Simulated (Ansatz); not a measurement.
# PbS: a single-point run

The task is a single-point run on PbS. The structure is shown as the input types it.

The COD entry's cell or inner coordinates are ideal or old and differ from later refinements, so a difference from it is no clean test against experiment.

Program: Ansatz 0.2.0. Level of theory: density functional or hybrid calculation with the settings of its input, plane waves (as first typed). These are calculated values, not measurements.

### 1 Starting point

Symmetry: Fm-3m, No. 225, cubic system. Conventional cell: a = 5.941 Å, b = 5.941 Å, c = 5.941 Å, α = 90.00°, β = 90.00°, γ = 90.00°. Pb (site symmetry m-3m) has 6 S at 2.97 Å as nearest neighbours. Around S (site symmetry m-3m) lie 6 Pb at 2.97 Å.

Coordinates:

```cif
data_structure
_symmetry_space_group_name_H-M 'Fm-3m'
_symmetry_Int_Tables_number 225
_cell_length_a 5.9411
_cell_length_b 5.9411
_cell_length_c 5.9411
_cell_angle_alpha 90.000
_cell_angle_beta 90.000
_cell_angle_gamma 90.000
_cell_volume 209.70
loop_
_atom_site_label
_atom_site_type_symbol
_atom_site_symmetry_multiplicity
_atom_site_Wyckoff_symbol
_atom_site_fract_x
_atom_site_fract_y
_atom_site_fract_z
_atom_site_occupancy
Pb1 Pb 4 a 0.00000 0.00000 0.00000 1
S1 S 4 b 0.50000 0.00000 0.00000 1
```

### 2 The run

Contents of input.yaml:

```yaml
crystal:
  lattice:
    - [0.0, 2.9705683269, 2.9705683269]
    - [2.9705683269, 0.0, 2.9705683269]
    - [2.9705683269, 2.9705683269, 0.0]
  atoms:
    - { symbol: Pb, position: [0.0, 0.0, 0.0] }
    - { symbol: S, position: [0.5, 0.5, 0.5] }
kpoints:
  mp_grid: { grid: [6, 6, 6] }
hamiltonian:
  xc: pbe
scf:
  occupations: { method: cold, width: 1.5 }
  n_extra_bands: 4
output:
  forces: true
  stress: true
  eigenvalues: true
```

Launch:

```bash
> ansatz run input.yaml --threads 4 --pin off --max-ram 3686MiB --backend cpu --events-out ev --progress --plain --runs-dir out
```

What happens when this is run?

The run converged and reported no error. That alone doesn't make the input a sound one.

The suspect setting: scf.occupations.method is cold; scf.occupations.width is 1.5. Occupations are smeared over electronvolts, wider than many features of the bands.

The test: delete scf.occupations.width (the default then holds) and set scf.occupations.method to fixed.
